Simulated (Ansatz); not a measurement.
# CuIr2S4 (Cuproiridsite): the cost of one run

Computed with Ansatz 0.2.0 (DFT PBEsol, scalar-relativistic, plane waves, PAW, unless a step's input says otherwise).

That is the level of the relaxation; later steps name their own.

## (1) The starting structure

Symmetry: Fd-3m, No. 227, cubic system. Conventional cell: a = 9.847 Å, b = 9.847 Å, c = 9.847 Å, α = 90.00°, β = 90.00°, γ = 90.00°. Cu (site symmetry -43m) has 4 S at 2.30 Å as nearest neighbours. Ir (site symmetry -3m) is surrounded by 6 S at 2.37 Å. S (site symmetry 3m) is surrounded by 1 Cu at 2.30 Å and 3 Ir at 2.37 Å.

As a file:

```xyz
14
Lattice="0.0000 4.9237 4.9237 4.9237 0.0000 4.9237 4.9237 4.9237 0.0000" Properties=species:S:1:pos:R:3 pbc="T T T"
Cu    0.0000    0.0000    0.0000
Cu    2.4619    2.4619    2.4619
Ir    6.1546    6.1546    6.1546
Ir    6.1546    3.6928    3.6928
Ir    3.6928    3.6928    6.1546
Ir    3.6928    6.1546    3.6928
S     3.7912    3.7912    3.7912
S     8.5180    6.2531    6.2531
S     6.0562    6.0562    3.7912
S     6.2531    8.5180    6.2531
S     3.7912    6.0562    6.0562
S     8.5180    8.5180    8.5180
S     6.0562    3.7912    6.0562
S     6.2531    6.2531    8.5180
```

The structure comes from the Crystallography Open Database.

(A quick probe on a coarse mesh, which set the mesh and smearing, is not shown.)

## (3) The relaxation

Contents of input.yaml:

```yaml
crystal:
  lattice:
    - [0.0, 4.9237, 4.9237]
    - [4.9237, 0.0, 4.9237]
    - [4.9237, 4.9237, 0.0]
  atoms:
    - { symbol: Cu, position: [0.0, 0.0, 0.0] }
    - { symbol: Cu, position: [0.25, 0.25, 0.25] }
    - { symbol: Ir, position: [0.625, 0.625, 0.625] }
    - { symbol: Ir, position: [0.125, 0.625, 0.625] }
    - { symbol: Ir, position: [0.625, 0.625, 0.125] }
    - { symbol: Ir, position: [0.625, 0.125, 0.625] }
    - { symbol: S, position: [0.385, 0.385, 0.385] }
    - { symbol: S, position: [0.405, 0.865, 0.865] }
    - { symbol: S, position: [0.385, 0.385, 0.845] }
    - { symbol: S, position: [0.865, 0.405, 0.865] }
    - { symbol: S, position: [0.845, 0.385, 0.385] }
    - { symbol: S, position: [0.865, 0.865, 0.865] }
    - { symbol: S, position: [0.385, 0.845, 0.385] }
    - { symbol: S, position: [0.865, 0.865, 0.405] }
basis:
  ecutwfc: 420
kpoints:
  mp_grid: { grid: [6, 6, 6] }
hamiltonian:
  xc: pbesol
scf:
  occupations: { method: gaussian, width: 0.1 }
output:
  forces: true
  stress: true
  eigenvalues: true
relax:
  adjacent_minimum: "off"
  f_tol: 0.005
  max_steps: 80
  cell: { stress_tol: 0.05 }
```

Started as:

```
$ ansatz run input.yaml --threads 4 --pin off --max-ram 10240MiB --backend cpu --events-out ev --progress --plain --runs-dir out
```

**Question.** How long does this run take on 4 threads of AMD EPYC 9R45 (Zen 5), shared host, and how much memory does it need?

About 15 s, with a peak of 0.99 GiB.
